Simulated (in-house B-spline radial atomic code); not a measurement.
**Excited states and polarisability of Os⁶⁴⁺ by several methods**

The task here is to estimate one member of a computed series from the others.

The numbers are computed with in-house B-spline radial atomic code version 1 (linear response of a closed shell, each method with its own adiabatic kernel; spin-free one-electron X2C, finite nucleus; B-spline basis; no spin-orbit coupling, no double excitations; only terms of natural parity, (−1)^L, with L up to 3 are computed), except any that are marked as measured or tabulated.

## The system

- element: osmium (Z = 76)
- charge: +64
- configuration: [Ne] 3s2
- runs: TDHF; PBE; exchange-only LDA; HSE06; RPBE; LC-ωPBE

The outer shells:

Os⁶⁴⁺
```
[Ne] core
3s [↑↓]
```

Set-up of the first run:

The run's settings:

```ini
Z = 76
electrons = 12.0
configuration = [Ne] 3s2
hamiltonian = x2c
method = hf
box_radius = 2.16
rms_radius = 5.4126
intervals = 62
```

Launch:

```
> python run_td.py task.json out
```

The settings of every run stand in task.json; they run in order.

Steps of the session up to this table: TDHF.

One table of the session follows, with a row left open; its other results are not shown here.

It belongs to the step «TDHF». The states in eV; those that feel the box are left out:

```
   state  full (eV)  Tamm-Dancoff (eV)
3s→3p ³P     433.92             434.97
3s→3p ¹P     492.77             493.99
3s→3d ³D     845.37             845.49
3s→3d ¹D     867.70             867.81
3s→4s ³S     3421.1             3421.1
3s→4s ¹S     3436.8             3436.9
3s→4p ³P     3616.2             3616.2
3s→4p ¹P     3621.8             3621.9
3s→4d ³D     3774.7             3774.7
3s→4d ¹D     3778.4             3778.4
3s→4f ³F          ?                  ?
3s→4f ¹F     3857.8             3857.8
3s→5s ³S     4942.6             4942.6
3s→5s ¹S     4948.0             4948.0
```

**Question.** Estimate the row for 3s→4f ³F.

**Answer.** full (eV): 3848.0; Tamm-Dancoff (eV): 3848.0. In the column «full (eV)» it lies between 3s→4d ¹D (3778.4) and 3s→4f ¹F (3857.8).
